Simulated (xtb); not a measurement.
**C2H6GeSe (SMILES C=C[Se][GeH3]) at GFN2-xTB**

Aim: a geometry optimisation of C2H6GeSe. 

The results are computed with xtb 6.7.1.

### Step 1. Starting point

C2H6GeSe: 10 atoms, total charge 0, spin state singlet. SMILES: `C=C[Se][GeH3]`. All atoms were displaced at random from a relaxed shape. The run starts from this shape.

Bond lengths: C1–C2 1.231 Å, C2–Se3 1.931 Å, Se3–Ge4 2.382 Å, C1–H5 1.205 Å, C1–H6 1.136 Å, C2–H7 1.132 Å, Ge4–H8 1.598 Å, Ge4–H9 1.646 Å, Ge4–H10 1.553 Å. Some angles: C1–C2–Se3 119.0°, C2–Se3–Ge4 95.7°, C1–C2–H7 125.2°, Se3–C2–H7 115.9°, C2–C1–H5 115.8°, C2–C1–H6 129.4°, Se3–Ge4–H8 103.1°, Se3–Ge4–H9 104.9°, Se3–Ge4–H10 113.2°, H5–C1–H6 114.8°.

### Step 2. A structure relaxation at GFN2-xTB

The input, detailed.inp:

```
$opt
   engine=inertial
$end
```

The input, mol.coord:

```
$coord
     -0.103519197107      3.037054443931     -2.912256930661  c
      0.580542762746      1.065068541100     -1.884737247657  c
      1.922267208492      1.212712843217      1.504826707562  se
     -0.275540966232     -2.414918809182      3.012147853608  ge
     -0.616466456375      2.876956846653     -5.124672688328  h
     -0.316037797082      5.004127058838     -2.078812120656  h
      0.518899896561     -0.876303798511     -2.780146177288  h
      0.433786631908     -4.534416733301      0.981920591617  h
      1.134591565225     -3.148869538725      5.684863100712  h
     -3.170922642600     -1.996533445190      3.255166633235  h
$end
```

The run is started by

```console
$ xtb -o normal --gfn2 --input detailed.inp -- mol.coord > mol.out 2> xtb.err
```

Q: Predict the results. Wanted: total energy at the end; dipole moment; HOMO energy; LUMO energy; HOMO–LUMO gap; dispersion energy; mean polarisability.

Answer, from the run:

Level: GFN2-xTB.

| quantity | value |
| --- | --- |
| total energy at the end | -12.41539 Eh |
| dipole moment | 1.76 D |
| HOMO energy | -10.11 eV |
| LUMO energy | -6.31 eV |
| HOMO–LUMO gap | 3.79 eV |
| dispersion energy | -16.91 kJ/mol |
| mean polarisability (D4 model) | 83.7 bohr³ |

At the final geometry: Bond lengths: C1–C2 1.320 Å, C2–Se3 1.917 Å, Se3–Ge4 2.320 Å, C1–H5 1.078 Å, C1–H6 1.077 Å, C2–H7 1.083 Å, Ge4–H8 1.505 Å, Ge4–H9 1.498 Å, Ge4–H10 1.504 Å. Some angles: C1–C2–Se3 122.8°, C2–Se3–Ge4 96.2°, C1–C2–H7 122.6°, Se3–C2–H7 114.6°, C2–C1–H5 121.7°, C2–C1–H6 121.4°, Se3–Ge4–H8 110.5°, Se3–Ge4–H9 109.2°, Se3–Ge4–H10 112.0°, H5–C1–H6 116.9°. The optimisation took 82 steps and changed the energy by -0.862 eV.
